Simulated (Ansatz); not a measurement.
**Cl₉HSi₃Sn: one species, many methods**

An exercise on one series of results from a longer session: the logs are not shown, and one member is left open.

Method: functionals in def2-TZVPP, the program's frozen cores in correlated methods; program: Ansatz 0.2.0, Gaussian basis.

Plan: LDA (SPW92), PBE-D4, revPBE-D4, BLYP-D4, r2SCAN-D4, B97M-V, PBE0-D4, B3LYP-D4, r2SCANh-D4, r2SCAN0-D4, HSE06-D4, BHLYP-D4, CAM-B3LYP-D4, LC-ωPBE, ωB97X-V, ωB97M-V, B2PLYP, PBE-QIDH; CCSD(T)/def2-SVP; CCSD(T)/def2-TZVPP; MP2/def2-QZVPP; extrapolation to the limit; RPA on PBE.

1 further run of the same task is left out (for a known fault of the program).

## Structure used throughout

All runs share one geometry, relaxed beforehand with PBE0-D4 in a triple-zeta def2 set. Sn takes the def2 core potential; no spin-orbit term is included.

SMILES `Cl[Si](Cl)(Cl)[SnH]([Si](Cl)(Cl)Cl)[Si](Cl)(Cl)Cl`, 14 atoms, charge 0, spin multiplicity 1.

Atoms are counted from 1 here; the program's logs count them from 0.

Bond lengths: Cl1–Si2 2.040 Å, Si2–Cl3 2.040 Å, Si2–Cl4 2.038 Å, Si2–Sn5 2.559 Å, Sn5–Si6 2.559 Å, Sn5–Si10 2.559 Å, Sn5–H14 1.702 Å, Si6–Cl7 2.038 Å, Si6–Cl8 2.040 Å, Si6–Cl9 2.040 Å, Si10–Cl11 2.040 Å, Si10–Cl12 2.038 Å, Si10–Cl13 2.040 Å. Angles: Cl1–Si2–Cl3 108.7°, Cl1–Si2–Cl4 108.6°, Cl1–Si2–Sn5 110.7°, Cl3–Si2–Cl4 108.6°, Cl3–Si2–Sn5 110.6°, Cl4–Si2–Sn5 109.6°, Si2–Sn5–Si6 108.0°, Si2–Sn5–Si10 108.0°, Si2–Sn5–H14 110.9°, Si6–Sn5–Si10 108.0°, Si6–Sn5–H14 110.9°, Si10–Sn5–H14 110.9°, Sn5–Si6–Cl7 109.6°, Sn5–Si6–Cl8 110.6°, Sn5–Si6–Cl9 110.7°, Cl7–Si6–Cl8 108.6°, Cl7–Si6–Cl9 108.6°, Cl8–Si6–Cl9 108.7° and more.

The first run:

in.yaml reads:

```yaml
crystal:
  periodic: [false, false, false]
  atoms:
    - {symbol: Cl, position_ang: [-0.962293, 2.870973, 2.333776]}
    - {symbol: Si, position_ang: [-0.682506, 0.860666, 2.126428]}
    - {symbol: Cl, position_ang: [0.216277, 0.148451, 3.813896]}
    - {symbol: Cl, position_ang: [-2.504498, -0.032241, 1.934950]}
    - {symbol: Sn, position_ang: [0.743957, 0.356045, 0.062579]}
    - {symbol: Si, position_ang: [-0.514609, 1.208484, -1.996157]}
    - {symbol: Cl, position_ang: [-2.338083, 0.305042, -2.107222]}
    - {symbol: Cl, position_ang: [-0.794605, 3.226308, -1.883630]}
    - {symbol: Cl, position_ang: [0.524535, 0.786947, -3.700592]}
    - {symbol: Si, position_ang: [0.966461, -2.185078, -0.142636]}
    - {symbol: Cl, position_ang: [2.037765, -2.681630, -1.806479]}
    - {symbol: Cl, position_ang: [-0.884780, -3.025063, -0.287588]}
    - {symbol: Cl, position_ang: [1.905565, -2.959927, 1.494517]}
    - {symbol: H, position_ang: [2.274012, 1.091826, 0.186959]}
basis:
  gaussian: {orbitals: def2-TZVPP}
hamiltonian: {xc: lda}
output: {orbitals: {seedname: orbitals}}
```

The run is started by

```console
$ ansatz run in.yaml --threads 11 --pin off --events-out ev --progress --plain --max-ram 174080MiB --backend cuda --devices 0, --max-vram 75GiB
```

Steps of the session up to this table: LDA; PBE-D4 (GGA); revPBE-D4 (GGA); BLYP-D4 (GGA); r2SCAN-D4 (meta-GGA); B97M-V (meta-GGA); B3LYP-D4 (hybrid); r2SCANh-D4 (hybrid); r2SCAN0-D4 (hybrid); HSE06-D4 (hybrid); BHLYP-D4 (hybrid); CAM-B3LYP-D4 (range-separated); LC-ωPBE (range-separated); ωB97X-V (range-separated); ωB97M-V (range-separated); B2PLYP (double hybrid); PBE-QIDH (double hybrid).

One of the session's tables, all rows but one given; the rest of the session is left out.

It belongs to the step «Frontier levels by functional». 

| functional | HOMO (eV) | LUMO (eV) | gap (eV) |
| --- | --- | --- | --- |
| LDA (SPW92) | -7.27 | -2.63 | 4.64 |
| PBE-D4 | -7.11 | -2.35 | 4.76 |
| revPBE-D4 | -7.05 | -2.24 | 4.81 |
| BLYP-D4 | -6.95 | -2.25 | 4.70 |
| r2SCAN-D4 | -7.40 | -2.11 | 5.29 |
| B97M-V | -7.46 | -2.05 | 5.41 |
| PBE0-D4 | -8.22 | -1.54 | 6.68 |
| B3LYP-D4 | -8.01 | -1.76 | 6.26 |
| r2SCANh-D4 | -7.80 | -1.84 | 5.96 |
| r2SCAN0-D4 | -8.40 | -1.42 | 6.98 |
| HSE06-D4 | -7.84 | -1.90 | 5.94 |
| BHLYP-D4 | ? | ? | ? |
| CAM-B3LYP-D4 | -9.42 | -0.52 | 8.90 |
| LC-ωPBE | -10.66 | 0.57 | 11.23 |
| ωB97X-V | -10.35 | 0.50 | 10.85 |
| ωB97M-V | -10.12 | 0.26 | 10.38 |

Q: Estimate the row for BHLYP-D4 from the others.

Worked estimate for «HOMO (eV)». Against the share of exact exchange, BLYP-D4 (0, -6.95), B3LYP-D4 (0.2, -8.01) give a slope of -5.30 per unit share; at 0.5 the line stands at -9.60.

The run gave: HOMO (eV): -9.21; LUMO (eV): -0.59; gap (eV): 8.63. In «HOMO (eV)» the line misses by -0.39.
